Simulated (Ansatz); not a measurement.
Runs of Ansatz 0.2.0 on NbCu. Symmetry: Fm-3m, No. 225, cubic system. Conventional cell: a = 5.124 Å, b = 5.124 Å, c = 5.124 Å, α = 90.00°, β = 90.00°, γ = 90.00°. Around Nb (site symmetry m-3m) lie 6 Cu at 2.56 Å. Cu (site symmetry m-3m) is surrounded by 6 Nb at 2.56 Å. The cell was built by a generator and needn't be a form met in nature.

```tsv
task	level	spin	cell	k mesh	cutoff (eV)	points for each segment of the path	gap on the mesh (eV)	pressure (GPa)	relaxed volume (Å³/atom)
single point	r2SCAN50	off	as given	5 × 5 × 5	500	-	none	-6.8	-
single point	HF	off	as given	5 × 5 × 5	420	-	none	5.4	-
relaxation of cell and atoms	HSE06	off	relaxed	5 × 5 × 5	420	-	none	0.0	(b)
band structure	HSE03	off	as given	5 × 5 × 5	420	4	none	-2.8	-
relaxation of cell and atoms	HF	off	relaxed	5 × 5 × 5	420	-	none	0.0	(a)
relaxation of cell and atoms	HSEsol	off	relaxed	5 × 5 × 5	420	-	none	0.0	(c)
band structure	HSEsol	off	as given	5 × 5 × 5	420	4	none	-7.2	-
single point	HSE06	SOC, no magnetisation	as given	4 × 4 × 4	420	-	none	-3.0	-
```

Alike in all rows: potentials or basis Ansatz PAW; smearing fermi-dirac 0.05 eV; the mesh is coarse, so values aren't converged.

Estimate the missing entries.

(a) 17.43; (b) 16.46; (c) 16.03.

Caveats: all runs use coarse meshes; the PAW data sets come from PBE, with cores solved anew for the run's functional, which leaves a small shift of forces and pressure; the thresholds are loose for stress (some runs); the plane-wave basis is chosen anew once the cell has moved, so the energies of steps on either side of that aren't comparable (some runs).

A k mesh can miss the band edges, and rows without SOC leave out spin-orbit coupling on Nb.

A gap of «none» marks a metal or a gap under the smearing width.
